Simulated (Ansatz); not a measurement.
# C3H5BClF: geometry optimisation

The task: find the minimum of C3H5BClF nearest to the start.

Program: Ansatz 0.2.0. Level of theory: RKS PBE0-D4/def2-SVP. These are calculated values, not measurements.

## (1) The starting structure

SMILES `FC1(Cl)CBC1`, 11 atoms, charge 0, spin multiplicity 1.

Atoms are counted from 1 here; the program's logs count them from 0.

Bond lengths: F1–C2 1.367 Å, C2–Cl3 1.824 Å, C2–C4 1.543 Å, C2–C6 1.543 Å, C4–B5 1.588 Å, C4–H7 1.106 Å, C4–H8 1.115 Å, B5–C6 1.588 Å, B5–H9 1.211 Å, C6–H10 1.115 Å, C6–H11 1.106 Å. Angles: F1–C2–Cl3 108.1°, F1–C2–C4 117.1°, F1–C2–C6 117.1°, Cl3–C2–C4 109.9°, Cl3–C2–C6 109.9°, C4–C2–C6 94.1°, C2–C4–B5 85.1°, C2–C4–H7 119.2°, C2–C4–H8 108.0°, B5–C4–H7 125.4°, B5–C4–H8 108.1°, H7–C4–H8 108.5°, C4–B5–C6 90.6°, C4–B5–H9 134.7°, C6–B5–H9 134.7°, C2–C6–B5 85.1°, C2–C6–H10 108.1°, C2–C6–H11 119.1° and more.

Coordinates:

```xyz
11
C3H5BClF
F     1.19480   -1.31424    1.15846
C     0.58387   -0.67158    0.11819
Cl    1.15282   -1.44132   -1.43435
C    -0.95747   -0.60825    0.13915
B    -0.76818    0.87010   -0.40917
C     0.75527    0.85967    0.03997
H    -1.53656   -1.40745   -0.35940
H    -1.28592   -0.54423    1.20304
H    -1.48406    1.66723   -0.97387
H     0.81398    1.25497    1.08106
H     1.59677    1.27802   -0.54246
```

## (2) Relaxation

Contents of input.yaml:

```yaml
crystal:
  periodic: [false, false, false]
  atoms:
    - { symbol: F, position_ang: [1.194796, -1.314238, 1.158462] }
    - { symbol: C, position_ang: [0.583866, -0.671585, 0.118186] }
    - { symbol: Cl, position_ang: [1.15282, -1.441317, -1.434352] }
    - { symbol: C, position_ang: [-0.957468, -0.608254, 0.139149] }
    - { symbol: B, position_ang: [-0.768184, 0.870097, -0.409171] }
    - { symbol: C, position_ang: [0.755266, 0.859667, 0.03997] }
    - { symbol: H, position_ang: [-1.536563, -1.407449, -0.359405] }
    - { symbol: H, position_ang: [-1.285924, -0.544233, 1.203036] }
    - { symbol: H, position_ang: [-1.484059, 1.667228, -0.973873] }
    - { symbol: H, position_ang: [0.813979, 1.254965, 1.081056] }
    - { symbol: H, position_ang: [1.596772, 1.27802, -0.542457] }
basis:
  gaussian: { orbitals: def2-SVP }
hamiltonian:
  xc: pbe0
  dispersion: d4
output:
  forces: true
relax:
  f_tol: 0.003
  max_steps: 120
```

Started as:

```console
$ ansatz run input.yaml --threads 1 --pin off --max-ram 2560MiB --backend cpu --events-out ev --progress --plain --runs-dir out
```

The log of the run:

```text
Warning: RAYON_NUM_THREADS=1 ignored (pool sized by the plan → 1); use --threads N
The last accepted step is kept in <dir> (removed where the run ends without a failure and the disk answers)
Engine: ansatz 0.2.0, aarch64-unknown-linux-gnu
Functional definition: PBE0
  parameter a = 0.25
  parameter kappa = 0.804
  parameter beta = 0.06672455060314922
  exchange = (1 - a)*pbe_x(kappa = kappa, mu = beta*pi^2/3) + a*exact_x
  correlation = pbe_c(beta = beta)
1252 factors; integrals over basis functions are off by at most 3.1e-4 eV
mean field evaluation 1: about -19081.3203 eV, gradient 4.9e1 eV
mean field evaluation 2: about -19079.8330 eV, gradient 5.4e1 eV
mean field evaluation 4: about -19086.9957 eV, gradient 2.5e0 eV
mean field evaluation 8: about -19087.0582 eV, gradient 1.0e-1 eV
mean field evaluation 16: about -19087.0582 eV, gradient 1.8e-5 eV
mean field -19087.05818252 eV, -701.4364505348 hartree, gradient 1.8e-5 eV, S^2 0.000000; 0 other end points of the search recorded, 0 dependent functions left out
the calculation of the forces begins
reference -19087.05820736 eV, -701.4364514479 hartree; 27, 27 occupied and 86, 86 virtual orbitals, 1252 factors
relax step   1: F+E_penalty+E_count = -19087.27280197 eV  Δ(F+E_penalty+E_count) = +0.000e0 eV  max|allowed force component| = 5.496e-1 eV/Å  Δτ_max = 0.0000 Å  (27 SCF iters, accepted)
these checks for a lower state are left out or cut short: starts, cluster_reference, orbital_swaps, neighbouring_geometries, increment
1252 factors; integrals over basis functions are off by at most 3.0e-4 eV
mean field -19087.07617627 eV, -701.4371117929 hartree, gradient 7.7e-6 eV, S^2 0.000000; 0 other end points of the search recorded, 0 dependent functions left out
the calculation of the forces begins
reference -19087.07620101 eV, -701.4371127023 hartree; 27, 27 occupied and 86, 86 virtual orbitals, 1252 factors
relax step   2: F+E_penalty+E_count = -19087.29141792 eV  Δ(F+E_penalty+E_count) = -1.862e-2 eV  max|allowed force component| = 2.091e-1 eV/Å  Δτ_max = 0.0139 Å  (32 SCF iters, accepted)
these checks for a lower state are left out or cut short: starts, cluster_reference, orbital_swaps, neighbouring_geometries, increment
1252 factors; integrals over basis functions are off by at most 3.0e-4 eV
mean field -19087.07875030 eV, -701.4372063869 hartree, gradient 7.6e-6 eV, S^2 0.000000; 0 other end points of the search recorded, 0 dependent functions left out
the calculation of the forces begins
reference -19087.07877499 eV, -701.4372072941 hartree; 27, 27 occupied and 86, 86 virtual orbitals, 1252 factors
relax step   3: F+E_penalty+E_count = -19087.29441481 eV  Δ(F+E_penalty+E_count) = -2.997e-3 eV  max|allowed force component| = 3.665e-2 eV/Å  Δτ_max = 0.0102 Å  (32 SCF iters, accepted)
these checks for a lower state are left out or cut short: starts, cluster_reference, orbital_swaps, neighbouring_geometries, increment
1252 factors; integrals over basis functions are off by at most 3.0e-4 eV
mean field evaluation 32: about -19087.0281 eV, gradient 2.4e-1 eV
mean field -19087.07882102 eV, -701.4372089857 hartree, gradient 1.4e-5 eV, S^2 0.000000; 0 other end points of the search recorded, 0 dependent functions left out
the calculation of the forces begins
reference -19087.07884570 eV, -701.4372098929 hartree; 27, 27 occupied and 86, 86 virtual orbitals, 1252 factors
relax step   4: F+E_penalty+E_count = -19087.29447639 eV  Δ(F+E_penalty+E_count) = -6.158e-5 eV  max|allowed force component| = 1.026e-2 eV/Å  Δτ_max = 0.0031 Å  (24 SCF iters, accepted)
these checks for a lower state are left out or cut short: starts, cluster_reference, orbital_swaps, neighbouring_geometries, increment
1252 factors; integrals over basis functions are off by at most 3.0e-4 eV
mean field -19087.07883167 eV, -701.4372093770 hartree, gradient 5.9e-5 eV, S^2 0.000000; 0 other end points of the search recorded, 0 dependent functions left out
the calculation of the forces begins
reference -19087.07885635 eV, -701.4372102841 hartree; 27, 27 occupied and 86, 86 virtual orbitals, 1252 factors
relax step   5: F+E_penalty+E_count = -19087.29449221 eV  Δ(F+E_penalty+E_count) = -1.583e-5 eV  max|allowed force component| = 3.650e-3 eV/Å  Δτ_max = 0.0008 Å  (20 SCF iters, accepted)
these checks for a lower state are left out or cut short: starts, cluster_reference, orbital_swaps, neighbouring_geometries, increment
1252 factors; integrals over basis functions are off by at most 3.0e-4 eV
mean field -19087.07883273 eV, -701.4372094160 hartree, gradient 3.3e-5 eV, S^2 0.000000; 0 other end points of the search recorded, 0 dependent functions left out
the calculation of the forces begins
reference -19087.07885741 eV, -701.4372103231 hartree; 27, 27 occupied and 86, 86 virtual orbitals, 1252 factors
relax step   6: F+E_penalty+E_count = -19087.29449656 eV  Δ(F+E_penalty+E_count) = -4.345e-6 eV  max|allowed force component| = 4.062e-3 eV/Å  Δτ_max = 0.0010 Å  (20 SCF iters, accepted)
these checks for a lower state are left out or cut short: starts, cluster_reference, orbital_swaps, neighbouring_geometries, increment
1252 factors; integrals over basis functions are off by at most 3.0e-4 eV
mean field -19087.07883161 eV, -701.4372093751 hartree, gradient 2.4e-5 eV, S^2 0.000000; 0 other end points of the search recorded, 0 dependent functions left out
the calculation of the forces begins
reference -19087.07885629 eV, -701.4372102821 hartree; 27, 27 occupied and 86, 86 virtual orbitals, 1252 factors
relax step   7: F+E_penalty+E_count = -19087.29449689 eV  Δ(F+E_penalty+E_count) = -3.283e-7 eV  max|allowed force component| = 3.264e-3 eV/Å  Δτ_max = 0.0011 Å  (20 SCF iters, accepted)
these checks for a lower state are left out or cut short: starts, cluster_reference, orbital_swaps, neighbouring_geometries, increment
1252 factors; integrals over basis functions are off by at most 3.0e-4 eV
mean field -19087.07883078 eV, -701.4372093444 hartree, gradient 2.8e-5 eV, S^2 0.000000; 0 other end points of the search recorded, 0 dependent functions left out
the calculation of the forces begins
reference -19087.07885546 eV, -701.4372102514 hartree; 27, 27 occupied and 86, 86 virtual orbitals, 1252 factors
relax step   8: F+E_penalty+E_count = -19087.29449834 eV  Δ(F+E_penalty+E_count) = -1.452e-6 eV  max|allowed force component| = 1.558e-3 eV/Å  Δτ_max = 0.0003 Å  (19 SCF iters, accepted)
1252 factors; integrals over basis functions are off by at most 3.0e-4 eV
mean field evaluation 64: about -19087.0788 eV, gradient 4.1e-2 eV
mean field -19087.07883078 eV, -701.4372093444 hartree, gradient 2.8e-5 eV, S^2 0.000000; 1 other end points of the search recorded, 0 dependent functions left out
the calculation of the forces begins
reference -19087.07885546 eV, -701.4372102514 hartree; 27, 27 occupied and 86, 86 virtual orbitals, 1252 factors
Total energy: -19087.29452302 eV, -701.4451358881 hartree
Atom 0 at     1.186124    -1.305000     1.140367 Å, force     0.000326    -0.000405    -0.000461 eV/Å
Atom 1 at     0.580767    -0.668434     0.113281 Å, force    -0.000280     0.000446     0.001558 eV/Å
Atom 2 at     1.142959    -1.428804    -1.420220 Å, force    -0.000083     0.000023    -0.000613 eV/Å
Atom 3 at    -0.948947    -0.605143     0.140818 Å, force     0.000139     0.000873    -0.000115 eV/Å
Atom 4 at    -0.765877     0.867436    -0.410210 Å, force     0.000828    -0.000939    -0.000186 eV/Å
Atom 5 at     0.751086     0.851658     0.041721 Å, force    -0.000790    -0.000023    -0.000435 eV/Å
Atom 6 at    -1.523338    -1.400104    -0.351591 Å, force     0.000097     0.000056    -0.000066 eV/Å
Atom 7 at    -1.270186    -0.533885     1.197535 Å, force    -0.000164    -0.000010     0.000099 eV/Å
Atom 8 at    -1.476372     1.658159    -0.974753 Å, force     0.000067    -0.000085     0.000023 eV/Å
Atom 9 at     0.800372     1.240324     1.076813 Å, force    -0.000101     0.000134     0.000147 eV/Å
Atom 10 at     1.588713     1.266694    -0.533159 Å, force    -0.000039    -0.000069     0.000049 eV/Å
Dipole moment:    -0.260241     0.313118     0.138518 e Å
```

Run time: 46 s. Hardware: 1 thread of Arm Neoverse V2, shared host; peak memory 0.27 GiB.

Along the way:

| step | energy from step 1 (eV) | largest force component (eV/Å) |
| --- | --- | --- |
| 1 | 0.0000 | 0.5496 |
| 2 | -0.0186 | 0.2091 |
| 3 | -0.0216 | 0.0367 |
| 4 | -0.0217 | 0.0103 |
| 5 | -0.0217 | 0.0037 |
| 6 | -0.0217 | 0.0041 |
| 7 | -0.0217 | 0.0033 |
| 8 | -0.0217 | 0.0016 |

Distances of close pairs at the start and the end, largest changes first:

| bond | before (Å) | after (Å) | change (Å) |
| --- | --- | --- | --- |
| C2–Cl3 | 1.824 | 1.802 | -0.022 |
| F1–C2 | 1.367 | 1.352 | -0.015 |
| C2–C6 | 1.543 | 1.531 | -0.012 |
| C2–C4 | 1.543 | 1.531 | -0.012 |
| C4–H8 | 1.115 | 1.107 | -0.009 |
| C6–H10 | 1.115 | 1.107 | -0.008 |
| C4–H7 | 1.106 | 1.097 | -0.008 |
| C6–H11 | 1.106 | 1.097 | -0.008 |

## (3) Results

| quantity | value |
| --- | --- |
| energy gained | 0.0217 eV |
| root mean square move | 0.016 Å |
| dipole moment | 2.07 D |

**Reading.** Bond lengths: F1–C2 1.352 Å, C2–Cl3 1.802 Å, C2–C4 1.531 Å, C2–C6 1.531 Å, C4–B5 1.583 Å, C4–H7 1.097 Å, C4–H8 1.107 Å, B5–C6 1.583 Å, B5–H9 1.204 Å, C6–H10 1.107 Å, C6–H11 1.097 Å. Angles: F1–C2–Cl3 108.0°, F1–C2–C4 117.0°, F1–C2–C6 117.0°, Cl3–C2–C4 110.2°, Cl3–C2–C6 110.2°, C4–C2–C6 94.1°, C2–C4–B5 85.2°, C2–C4–H7 119.0°, C2–C4–H8 108.0°, B5–C4–H7 125.3°, B5–C4–H8 107.8°, H7–C4–H8 108.9°, C4–B5–C6 90.1°, C4–B5–H9 134.9°, C6–B5–H9 134.9°, C2–C6–B5 85.2°, C2–C6–H10 108.1°, C2–C6–H11 119.0° and more. No frequencies were computed here.
